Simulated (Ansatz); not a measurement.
# H6C2O: the cost of one run

Program: Ansatz 0.2.0. Level of theory: DFT r2SCAN+D3(BJ), plane waves, PAW, scalar-relativistic, no spin polarisation. These are calculated values, not measurements.

### Step 1. The system as given

The cell holds 36 atoms (C8H24O4): a = 7.529 Å, b = 7.529 Å, c = 7.529 Å, α = 90.00°, β = 90.00°, γ = 90.00°.

The coordinates stand in the first input below.

### Step 2. Preparing the start

Contents of input.yaml:

```yaml
crystal:
  lattice:
    - [7.529072, 0.0, 0.0]
    - [0.0, 7.529072, 0.0]
    - [0.0, 0.0, 7.529072]
  atoms:
    - { symbol: C, position: [0.4602787, 0.5636383, 0.1912611] }
    - { symbol: C, position: [0.3576719, 0.656226, 0.0455724] }
    - { symbol: O, position: [0.3922041, 0.5622442, -0.1153291] }
    - { symbol: H, position: [0.3267324, 0.6208806, -0.2097682] }
    - { symbol: H, position: [0.214999, 0.6559583, 0.0765869] }
    - { symbol: H, position: [0.400191, 0.7954894, 0.0348328] }
    - { symbol: H, position: [0.4392119, 0.6297694, 0.318816] }
    - { symbol: H, position: [0.4170561, 0.4256769, 0.2024434] }
    - { symbol: H, position: [0.6020284, 0.5650425, 0.1607388] }
    - { symbol: C, position: [-0.0694134, 0.847456, 0.4898991] }
    - { symbol: C, position: [0.084898, 0.8871953, 0.6121064] }
    - { symbol: O, position: [0.2360973, 0.7968352, 0.542191] }
    - { symbol: H, position: [0.3359905, 0.8216503, 0.6199669] }
    - { symbol: H, position: [0.1083667, 1.0311702, 0.6182681] }
    - { symbol: H, position: [0.054834, 0.8415941, 0.7475102] }
    - { symbol: H, position: [-0.1900971, 0.9133609, 0.5365825] }
    - { symbol: H, position: [-0.0397276, 0.8938547, 0.355763] }
    - { symbol: H, position: [-0.0931969, 0.7045034, 0.4848518] }
    - { symbol: C, position: [0.889102, 0.4038234, 0.3042737] }
    - { symbol: C, position: [1.0374691, 0.3534162, 0.4298609] }
    - { symbol: O, position: [1.171463, 0.2681308, 0.3264862] }
    - { symbol: H, position: [1.2674281, 0.2352471, 0.4061912] }
    - { symbol: H, position: [1.0902696, 0.4725613, 0.4956946] }
    - { symbol: H, position: [0.9871357, 0.2642069, 0.5339079] }
    - { symbol: H, position: [0.7816038, 0.47017, 0.3758951] }
    - { symbol: H, position: [0.9391289, 0.4932998, 0.2017169] }
    - { symbol: H, position: [0.8361174, 0.2851925, 0.2398849] }
    - { symbol: C, position: [0.5531314, 0.062939, 0.7815734] }
    - { symbol: C, position: [0.5951628, 0.2118299, 0.9095996] }
    - { symbol: O, position: [0.6929261, 0.342396, 0.8131156] }
    - { symbol: H, position: [0.7205333, 0.4386724, 0.8944312] }
    - { symbol: H, position: [0.4717025, 0.2682497, 0.9633758] }
    - { symbol: H, position: [0.6730359, 0.1609053, 1.0221161] }
    - { symbol: H, position: [0.4778201, -0.0420126, 0.8479113] }
    - { symbol: H, position: [0.4748461, 0.113584, 0.670519] }
    - { symbol: H, position: [0.6759407, 0.0063669, 0.7291897] }
basis:
  ecutwfc: 500.0
kpoints:
  mp_grid: { grid: [1, 1, 1] }
hamiltonian:
  xc: r2scan
  dispersion: d3bj
scf:
  occupations: { method: fermi_dirac, width: 0.02 }
  lower_state_search: "off"
relax:
  f_tol: 0.3
  max_steps: 15
  adjacent_minimum: "off"
```

Started as:

```console
$ ansatz run input.yaml --threads 1 --pin off --max-ram 3072MiB --backend cpu --events-out ev --progress --plain --runs-dir out
```

Q: Estimate wall time and peak memory on 1 thread of Arm Neoverse V2, shared host.

About 5.3 min, with a peak of 1.4 GiB.
